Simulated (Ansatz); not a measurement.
# C₂H₉AlSSi: basis-set convergence

One table from this session's results is given with a row withheld; the runs are named, their logs left out.

Computed with Ansatz 0.2.0, Gaussian basis. Level: one geometry, several basis sets.

Levels to be run: PBE0-D4/def2-SVP; ωB97M-V/def2-SVP; PBE0-D4/def2-QZVPP; ωB97M-V/def2-QZVPP; the functionals' def2-TZVPP values are taken from earlier runs.

**The geometry**

An earlier PBE0-D4 in a triple-zeta def2 set relaxation fixed the geometry.

14 atoms, charge 0, spin multiplicity 1.

Atoms are counted from 1 here; the program's logs count them from 0.

Bond lengths: C1–Si2 1.858 Å, C1–H6 1.091 Å, C1–H7 1.093 Å, C1–H8 1.093 Å, Si2–C3 1.858 Å, Si2–S4 2.098 Å, Si2–H9 1.567 Å, C3–H10 1.093 Å, C3–H11 1.091 Å, C3–H12 1.093 Å, S4–Al5 2.247 Å, Al5–H13 1.583 Å, Al5–H14 1.583 Å. Angles: Si2–C1–H6 110.5°, Si2–C1–H7 111.3°, Si2–C1–H8 109.5°, H6–C1–H7 109.1°, H6–C1–H8 108.0°, H7–C1–H8 108.4°, C1–Si2–C3 113.7°, C1–Si2–S4 115.4°, C1–Si2–H9 104.9°, C3–Si2–S4 115.4°, C3–Si2–H9 104.9°, S4–Si2–H9 100.4°, Si2–C3–H10 109.5°, Si2–C3–H11 110.5°, Si2–C3–H12 111.3°, H10–C3–H11 108.0°, H10–C3–H12 108.4°, H11–C3–H12 109.1° and more.

The first run:

File in.yaml:

```yaml
crystal:
  periodic: [false, false, false]
  atoms:
    - {symbol: C, position_ang: [-1.734271, 0.823686, 0.288939]}
    - {symbol: Si, position_ang: [-0.202530, -0.183396, -0.012490]}
    - {symbol: C, position_ang: [0.197550, -1.362866, 1.365966]}
    - {symbol: S, position_ang: [-0.006185, -0.963460, -1.949723]}
    - {symbol: Al, position_ang: [1.642692, 0.554898, -1.795173]}
    - {symbol: H, position_ang: [-1.848554, 1.586578, -0.482781]}
    - {symbol: H, position_ang: [-1.704699, 1.307978, 1.268006]}
    - {symbol: H, position_ang: [-2.611768, 0.172299, 0.253435]}
    - {symbol: H, position_ang: [0.971206, 0.855384, -0.006874]}
    - {symbol: H, position_ang: [-0.554183, -2.156226, 1.397459]}
    - {symbol: H, position_ang: [1.171448, -1.826744, 1.201635]}
    - {symbol: H, position_ang: [0.202902, -0.855250, 2.333610]}
    - {symbol: H, position_ang: [1.374026, 1.990771, -2.404968]}
    - {symbol: H, position_ang: [3.089367, 0.027146, -1.428243]}
basis:
  gaussian: {orbitals: def2-SVP}
hamiltonian: {xc: pbe0, dispersion: d4}
output: {orbitals: {seedname: orbitals}}
```

The run is started by

```console
$ ansatz run in.yaml --threads 4 --pin off --events-out ev --progress --plain --max-ram 10444MiB
```

Among the steps run: PBE0-D4 in def2-SVP; ωB97M-V in def2-SVP; PBE0-D4 in def2-QZVPP; ωB97M-V in def2-QZVPP.

One of the session's tables, all rows but one given; the rest of the session is left out.

It belongs to the step «Functionals by basis». 

| functional | basis | HOMO (eV) |
| --- | --- | --- |
| PBE0-D4 | def2-SVP | -7.01 |
| PBE0-D4 | def2-TZVPP | ? |
| PBE0-D4 | def2-QZVPP | -7.10 |
| ωB97M-V | def2-SVP | -9.10 |
| ωB97M-V | def2-TZVPP | -9.23 |
| ωB97M-V | def2-QZVPP | -9.25 |

Estimate the missing values for PBE0-D4, def2-TZVPP.

As computed: HOMO (eV): -7.08. In the column «HOMO (eV)» it lies between PBE0-D4, def2-QZVPP (-7.10) and PBE0-D4, def2-SVP (-7.01).
